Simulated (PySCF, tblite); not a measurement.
# C₇H₁₅PSi: geometry, infrared bands and NMR shifts

Wanted: the infrared bands and NMR shifts of C₇H₁₅PSi (`C=C/P=C(/[SiH3])C(C)(C)C`), by calculation.

Programs: tblite 0.8.0 and PySCF 2.14.0, with density-fitted response routines of our own. Each step states its level of theory. These are calculated values for one molecule in the gas phase, unless marked as measured. Atoms count from 0, in the outputs and in this text.

### 1 Starting geometry

24 atoms, charge 0, multiplicity 1; geometry from: force field or distance geometry start.

Bonds of the start (Å): C0–C1 1.36, C1–P2 1.80, P2–C3 1.67, C3–Si4 1.84, C3–C5 1.49, C5–C6 1.53, C5–C7 1.52, C5–C8 1.50, C0–H9 1.10, C0–H10 1.08, C1–H11 1.10, Si4–H12 1.45, Si4–H13 1.49, Si4–H14 1.46, C6–H15 1.12, C6–H16 1.09, C6–H17 1.10, C7–H18 1.12, C7–H19 1.11, C7–H20 1.10, C8–H21 1.11, C8–H22 1.12, C8–H23 1.09.

### 2 Geometry optimisation with GFN2-xTB

Job settings and geometry (Å):

```
{"job": {"kind": "relax", "xc": "GFN2-xTB", "basis": "xTB"}, "charge": 0, "multiplicity": 1}
C      3.619800    -0.737000    -0.707600
C      2.725800    -0.459800     0.274500
P      1.694500     1.017900     0.219800
C      0.036600     0.994700    -0.005100
Si    -0.880600     2.591100    -0.035200
C     -0.746200    -0.265700    -0.154900
C     -1.795400    -0.406900     0.949000
C     -1.510800    -0.164700    -1.458900
C      0.054000    -1.529400    -0.099700
H      3.661000    -0.021400    -1.543100
H      4.238900    -1.620200    -0.680400
H      2.714800    -1.198300     1.087800
H     -1.339900     2.816200    -1.391500
H      0.081500     3.697800     0.241600
H     -1.927800     2.676900     0.978400
H     -1.967600    -1.503800     1.113800
H     -2.739600     0.051800     0.654100
H     -1.450800     0.090400     1.865900
H     -1.264100    -1.015700    -2.140200
H     -2.585100    -0.115900    -1.199800
H     -1.245800     0.784700    -1.941200
H      0.382100    -1.676800     0.948700
H     -0.604600    -2.415500    -0.285000
H      0.837800    -1.570800    -0.850100
```

Command:

```sh
> OMP_NUM_THREADS=1 python probes_run.py task.json out
```

The driver reads the jobs from task.json and runs them one after another.

**Question.** This job is followed by: GFN2-xTB harmonic vibrations, gas phase; GIAO PBE0/pcSseg-1 NMR shielding, non-relativistic, gas phase. What will the session give for the following? strongest single infrared mode (GFN2-xTB); zero-point energy (GFN2-xTB); 13C shifts against TMS (PBE0/pcSseg-1, means over atoms taken as alike); 1H shifts against TMS (PBE0/pcSseg-1, means over atoms taken as alike); 31P shifts against H3PO4 (PBE0/pcSseg-1); 29Si shifts against TMS (PBE0/pcSseg-1).

As calculated:

| quantity | value |
| --- | --- |
| strongest single infrared mode (GFN2-xTB) | 2194 cm⁻¹, 360 km/mol |
| zero-point energy (GFN2-xTB) | 121.1 kcal/mol |
| 13C shifts against TMS (PBE0/pcSseg-1, means over atoms taken as alike) | 231.5, 159.3, 130.7, 45.8, 34.5 ppm |
| 1H shifts against TMS (PBE0/pcSseg-1, means over atoms taken as alike) | 7.27, 6.08, 5.60, 4.56, 1.43 ppm |
| 31P shifts against H3PO4 (PBE0/pcSseg-1) | 344.7 ppm |
| 29Si shifts against TMS (PBE0/pcSseg-1) | -73.4 ppm |

Relaxing lowered the energy by 1.030 eV in 242 steps; the close pair that moved most is C3–Si4, from 1.841 to 1.897 Å. All 66 modes are real, so the xTB geometry is a minimum. The strongest single mode, at 2194 cm⁻¹, moves mainly H12. GFN2-xTB is a fitted tight-binding method: band positions and strengths are rough. Its intensities can rank the bands wrongly. The most deshielded hydrogen is H11 (hydrogen on an alkene CH), at 7.27 ppm: olefinic region. At PBE0/pcSseg-1: Shielding is most anisotropic at P2 (span 703 ppm, paramagnetic term -996 ppm).
